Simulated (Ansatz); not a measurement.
# BCl₂FH₂: a reaction path by the nudged elastic band

What path joins these two structures, and how high does it climb? Both ends were relaxed at PBE0-D4 in triple zeta.

Method: PBE0-D4/def2-SVP; program: Ansatz 0.2.0, Gaussian basis.

22 further runs of the same task are left out: 22 set aside as unsound or not needed.

### 1 The system as given

The first end: 6 atoms, charge 0, spin multiplicity 1.

Atoms are counted from 1 here; the program's logs count them from 0.

Bond lengths: B1–F2 1.310 Å, B1–Cl3 1.739 Å, B1–Cl4 1.739 Å, H5–H6 0.747 Å. Angles: F2–B1–Cl3 119.3°, F2–B1–Cl4 119.3°, Cl3–B1–Cl4 121.5°.

Coordinates:

```tsv
atom	x (Å)	y (Å)	z (Å)
B1	0.27449	0.62439	-0.76002
F2	1.34191	-0.13049	-0.84962
Cl3	-1.13219	0.22273	-1.69989
Cl4	0.30005	2.01206	0.28744
H5	-0.07087	-1.53967	1.43734
H6	-0.71340	-1.18912	1.58475
```

The second end:

```tsv
atom	x (Å)	y (Å)	z (Å)
B1	-0.77711	0.58066	0.03723
F2	1.51066	-1.00314	-0.18556
Cl3	-1.35050	0.26819	-1.57075
Cl4	0.07387	2.04766	0.40565
H5	1.57021	-1.70725	0.40554
H6	-1.02713	-0.18622	0.90788
```

### 2 The band at PBE0-D4/def2-SVP

File neb/in.yaml:

```yaml
crystal:
  periodic: [false, false, false]
  atoms:
    - {symbol: B, position_ang: [0.274493, 0.624394, -0.760021]}
    - {symbol: F, position_ang: [1.341910, -0.130494, -0.849618]}
    - {symbol: Cl, position_ang: [-1.132187, 0.222733, -1.699887]}
    - {symbol: Cl, position_ang: [0.300051, 2.012056, 0.287437]}
    - {symbol: H, position_ang: [-0.070866, -1.539665, 1.437337]}
    - {symbol: H, position_ang: [-0.713401, -1.189124, 1.584751]}
basis:
  gaussian: {orbitals: def2-SVP}
hamiltonian: {xc: pbe0, dispersion: d4}
neb:
  images: 5
  climbing: true
  max_iterations: 40
  initial_path: idpp
  final_atoms:
    - {symbol: B, position_ang: [-0.777110, 0.580659, 0.037227]}
    - {symbol: F, position_ang: [1.510663, -1.003140, -0.185558]}
    - {symbol: Cl, position_ang: [-1.350498, 0.268187, -1.570747]}
    - {symbol: Cl, position_ang: [0.073865, 2.047662, 0.405654]}
    - {symbol: H, position_ang: [1.570205, -1.707249, 0.405545]}
    - {symbol: H, position_ang: [-1.027125, -0.186218, 0.907877]}
```

Started as:

```sh
$ ansatz run in.yaml --threads 2 --pin off --events-out ev --progress --plain --max-ram 4352MiB
```

The program printed:

```text
Functional definition: PBE0
  name "PBE0"
  cite "Adamo & Barone, J. Chem. Phys. 110, 6158 (1999) doi:10.1063/1.478522"
  cite "Perdew, Burke & Ernzerhof, Phys. Rev. Lett. 77, 3865 (1996) doi:10.1103/PhysRevLett.77.3865"
  parent pbe
  parameter a = 0.25
  parameter kappa = 0.804
  parameter beta = 0.06672455060314922
  exchange = (1 - a)*pbe_x(kappa = kappa, mu = beta*pi^2/3) + a*exact_x
  correlation = pbe_c(beta = beta)
755 factors; integrals over basis functions are off by at most 3.0e-4 eV
mean field evaluation 1: about -28450.9384 eV, gradient 2.4e1 eV
mean field evaluation 2: about -28450.0515 eV, gradient 3.5e1 eV
mean field evaluation 4: about -28451.8625 eV, gradient 4.1e-1 eV
mean field evaluation 8: about -28451.9137 eV, gradient 8.0e-2 eV
mean field -28451.91371203 eV, -1045.5885435174 hartree, gradient 5.4e-6 eV, S^2 0.000000; 0 other end points of the search recorded, 0 dependent functions left out
the calculation of the forces begins
reference -28451.91373286 eV, -1045.5885442826 hartree; 25, 25 occupied and 49, 49 virtual orbitals, 755 factors
[... from here to the last solve, the lines of the solves are left out (151 solves) ...]
WARN: NEB end point (image 0): max|allowed force component| = 4.518e-1 eV/Å (the criterion of neb.relax_end_points is 1.000e-2). That is over neb.f_tol: it is no minimum, so the barrier can be far off. Relax it first
WARN: NEB end point (image 6): max|allowed force component| = 2.532e-1 eV/Å (the criterion of neb.relax_end_points is 1.000e-2). That is over neb.f_tol: it is no minimum, so the barrier can be far off. Relax it first
NEB iter   1: max|band force component| = 4.735e0 eV/Å  barrier→ = 7.9988 eV  barrier← = 6.7431 eV  Δτ_max = 0.2000 Å  (183 SCF iters)
NEB iter   2: max|band force component| = 4.215e0 eV/Å  barrier→ = 6.0625 eV  barrier← = 4.8069 eV  Δτ_max = 0.2000 Å  (149 SCF iters)
NEB iter   3: max|band force component| = 1.386e1 eV/Å  barrier→ = 4.2025 eV  barrier← = 2.9469 eV  Δτ_max = 0.1002 Å  (154 SCF iters)
NEB iter   4: max|band force component| = 1.078e1 eV/Å  barrier→ = 3.5448 eV  barrier← = 2.2892 eV  Δτ_max = 0.2000 Å  (144 SCF iters)
NEB iter   5: max|band force component| = 1.031e1 eV/Å  barrier→ = 2.5296 eV  barrier← = 1.2740 eV  Δτ_max = 0.2000 Å  (161 SCF iters)
NEB iter   6: max|band force component| = 4.037e0 eV/Å  barrier→ = 2.3706 eV  barrier← = 1.1150 eV  Δτ_max = 0.2000 Å  (143 SCF iters)
NEB iter   7: max|band force component| = 2.832e0 eV/Å  barrier→ = 2.0337 eV  barrier← = 0.7780 eV  Δτ_max = 0.1892 Å  (146 SCF iters)
NEB iter   8: max|band force component| = 1.364e0 eV/Å  barrier→ = 1.8531 eV  barrier← = 0.5975 eV  Δτ_max = 0.0716 Å  (147 SCF iters)
NEB iter   9: max|band force component| = 1.142e0 eV/Å  barrier→ = 1.7806 eV  barrier← = 0.5250 eV  CI = image 3  Δτ_max = 0.1180 Å  (142 SCF iters)
NEB iter  10: max|band force component| = 4.676e-1 eV/Å  barrier→ = 1.9254 eV  barrier← = 0.6697 eV  CI = image 3  Δτ_max = 0.0605 Å  (144 SCF iters)
NEB iter  11: max|band force component| = 1.506e0 eV/Å  barrier→ = 1.9048 eV  barrier← = 0.6491 eV  CI = image 3  Δτ_max = 0.0302 Å  (144 SCF iters)
NEB iter  12: max|band force component| = 3.327e-1 eV/Å  barrier→ = 1.8993 eV  barrier← = 0.6436 eV  CI = image 3  Δτ_max = 0.0596 Å  (137 SCF iters)
NEB iter  13: max|band force component| = 3.627e-1 eV/Å  barrier→ = 1.8984 eV  barrier← = 0.6427 eV  CI = image 3  Δτ_max = 0.0299 Å  (136 SCF iters)
NEB iter  14: max|band force component| = 1.202e0 eV/Å  barrier→ = 1.8981 eV  barrier← = 0.6424 eV  CI = image 3  Δτ_max = 0.0150 Å  (125 SCF iters)
NEB iter  15: max|band force component| = 7.789e-1 eV/Å  barrier→ = 1.8981 eV  barrier← = 0.6424 eV  CI = image 3  Δτ_max = 0.0299 Å  (116 SCF iters)
NEB iter  16: max|band force component| = 1.964e-1 eV/Å  barrier→ = 1.8981 eV  barrier← = 0.6424 eV  CI = image 3  Δτ_max = 0.0547 Å  (112 SCF iters)
NEB iter  17: max|band force component| = 7.509e-1 eV/Å  barrier→ = 1.8981 eV  barrier← = 0.6424 eV  CI = image 3  Δτ_max = 0.0278 Å  (110 SCF iters)
NEB iter  18: max|band force component| = 1.414e-1 eV/Å  barrier→ = 1.8981 eV  barrier← = 0.6424 eV  CI = image 3  Δτ_max = 0.0550 Å  (106 SCF iters)
NEB iter  19: max|band force component| = 7.395e-1 eV/Å  barrier→ = 1.8981 eV  barrier← = 0.6424 eV  CI = image 3  Δτ_max = 0.0276 Å  (101 SCF iters)
NEB iter  20: max|band force component| = 6.914e-1 eV/Å  barrier→ = 1.8981 eV  barrier← = 0.6424 eV  CI = image 3  Δτ_max = 0.0138 Å  (112 SCF iters)
NEB iter  21: max|band force component| = 2.899e-1 eV/Å  barrier→ = 1.8981 eV  barrier← = 0.6424 eV  CI = image 3  Δτ_max = 0.0277 Å  (115 SCF iters)
NEB iter  22: max|band force component| = 2.083e-1 eV/Å  barrier→ = 1.8981 eV  barrier← = 0.6424 eV  CI = image 3  Δτ_max = 0.0276 Å  (113 SCF iters)
NEB iter  23: max|band force component| = 1.765e-1 eV/Å  barrier→ = 1.8981 eV  barrier← = 0.6424 eV  CI = image 3  Δτ_max = 0.0121 Å  (106 SCF iters)
755 factors; integrals over basis functions are off by at most 1.1e-3 eV
mean field -28450.01691379 eV, -1045.5188374678 hartree, gradient 1.9e-6 eV, S^2 0.000000; 0 other end points of the search recorded, 0 dependent functions left out
the calculation of the forces begins
reference -28450.01693198 eV, -1045.5188381361 hartree; 25, 25 occupied and 49, 49 virtual orbitals, 755 factors
NEB iter  24: max|band force component| = 3.989e-2 eV/Å  barrier→ = 1.8981 eV  barrier← = 0.6424 eV  CI = image 3  Δτ_max = 0.0000 Å  (763 SCF iters)
Total energy: -28450.11726614 eV, -1045.5225253484 hartree
Atom 0 at    -0.163035     0.240481    -0.099041 Å, force     0.000009    -0.000007    -0.000000 eV/Å
Atom 1 at     1.196949    -0.581335    -0.339216 Å, force     0.000008     0.000006    -0.000012 eV/Å
Atom 2 at    -1.255660     0.036231    -1.468181 Å, force    -0.000001    -0.000003     0.000001 eV/Å
Atom 3 at     0.192152     1.845028     0.540773 Å, force     0.000001    -0.000001     0.000003 eV/Å
Atom 4 at     0.489760    -0.935781     0.489572 Å, force    -0.000015     0.000004     0.000008 eV/Å
Atom 5 at    -0.460168    -0.604724     0.876093 Å, force    -0.000001     0.000000     0.000001 eV/Å
Dipole moment:     0.028550    -0.323537     0.270727 e Å
```

It took 2.3 min on 2 threads of Arm Neoverse V2, shared host.

The last band:

```tsv
image	path (Å)	energy (kJ/mol)	B1–H6 (Å)	F2–H5 (Å)	B1–F2 (Å)	H5–H6 (Å)
0	0.00	0.0	3.12	3.04	1.31	0.75
1	0.69	4.1	2.54	2.42	1.31	0.76
2	1.39	47.3	1.85	1.84	1.34	0.77
3	2.08	183.1	1.32	1.15	1.61	1.08
4	2.69	129.7	1.22	0.94	2.14	1.64
5	3.30	118.8	1.20	0.92	2.47	2.33
6	3.91	121.2	1.19	0.92	2.79	3.05
```

The highest image, 3:

```
B    -0.16304    0.24048   -0.09904
F     1.19695   -0.58134   -0.33922
Cl   -1.25566    0.03623   -1.46818
Cl    0.19215    1.84503    0.54077
H     0.48976   -0.93578    0.48957
H    -0.46017   -0.60472    0.87609
```

### 3 Results

```
                                                                       quantity                                                   value
                                                PBE0-D4/def2-SVP, 24 iterations  highest 183.1 kJ/mol (image 3), last end +121.2 kJ/mol
from earlier runs: barrier over the separately found saddle, CCSD(T)/def2-TZVPP                                            213.9 kJ/mol
```

What this shows: The highest image lies 183.1 kJ/mol above the first end, and it climbed, so it estimates the saddle. The ends are not quite minima at this level (largest force component 0.45 eV/Å), so the heights are unreliable: relaxing the first end would lower it and raise the barrier above it. The highest image is 30.7 kJ/mol below the CCSD(T) barrier in triple zeta, which comes from separate runs on the saddle.
